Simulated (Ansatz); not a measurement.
# In6As: the cost of one run

Computed with Ansatz 0.2.0 (DFT PBE, scalar-relativistic, plane waves, PAW, unless a step names another level, unless a step's input says otherwise).

### 1 The starting structure

Symmetry: R-3, No. 148, trigonal system. Conventional cell: a = 6.376 Å, b = 6.376 Å, c = 16.311 Å, α = 90.00°, β = 90.00°, γ = 120.00°. In (site symmetry 1) has 1 As at 2.87 Å and 8 In at 3.22 to 3.56 Å as nearest neighbours. As (site symmetry -3) has 6 In at 2.87 Å as nearest neighbours.

As a file:

```cif
data_structure
_symmetry_space_group_name_H-M 'P 1'
_symmetry_Int_Tables_number 1
_cell_length_a 6.5661
_cell_length_b 6.5661
_cell_length_c 6.5661
_cell_angle_alpha 58.095
_cell_angle_beta 58.095
_cell_angle_gamma 58.095
_cell_volume 191.43
loop_
_atom_site_label
_atom_site_type_symbol
_atom_site_fract_x
_atom_site_fract_y
_atom_site_fract_z
_atom_site_occupancy
In1 In 0.29653 0.91954 0.51782 1
In2 In 0.51782 0.29653 0.91954 1
In3 In 0.08046 0.48218 0.70347 1
In4 In 0.48218 0.70347 0.08046 1
In5 In 0.70347 0.08046 0.48218 1
In6 In 0.91954 0.51782 0.29653 1
As1 As 0.00000 0.00000 0.00000 1
```

It came out lowest among 15 distinct ends of the trial cells. At a tolerance of 0.05 Å it has space group R-3 (No. 148).

### 2 Relaxing to 0.001 eV/Å, on the response runs' mesh and smearing

The input, input.yaml:

```yaml
crystal:
  lattice:
    - [3.1880632185, 1.8406291574, 5.4370550316]
    - [-3.1880632185, 1.8406291574, 5.4370550316]
    - [0.0, -3.6812583148, 5.4370550316]
  atoms:
    - { symbol: In, position: [0.2965261038, 0.9195382179, 0.5178237383] }
    - { symbol: In, position: [0.5178237383, 0.2965261038, 0.9195382179] }
    - { symbol: In, position: [0.0804617821, 0.4821762617, 0.7034738962] }
    - { symbol: In, position: [0.4821762617, 0.7034738962, 0.0804617821] }
    - { symbol: In, position: [0.7034738962, 0.0804617821, 0.4821762617] }
    - { symbol: In, position: [0.9195382179, 0.5178237383, 0.2965261038] }
    - { symbol: As, position: [0.0, 0.0, 0.0] }
basis:
  ecutwfc: 420
kpoints:
  mp_grid: { grid: [6, 6, 6] }
hamiltonian:
  xc: pbe
scf:
  occupations: { method: gaussian, width: 0.1 }
output:
  forces: true
  stress: true
  eigenvalues: true
relax:
  adjacent_minimum: "off"
  f_tol: 0.001
  max_steps: 60
  cell: { stress_tol: 0.01 }
```

Run with:

```sh
$ ansatz run input.yaml --threads 3 --pin off --max-ram 7680MiB --backend cpu --events-out ev --progress --plain --runs-dir out
```

**Question.** How long does this run take on 3 threads of Intel Xeon at 2.70GHz, shared host, and how much memory does it need?

About 42 s, with a peak of 0.79 GiB.
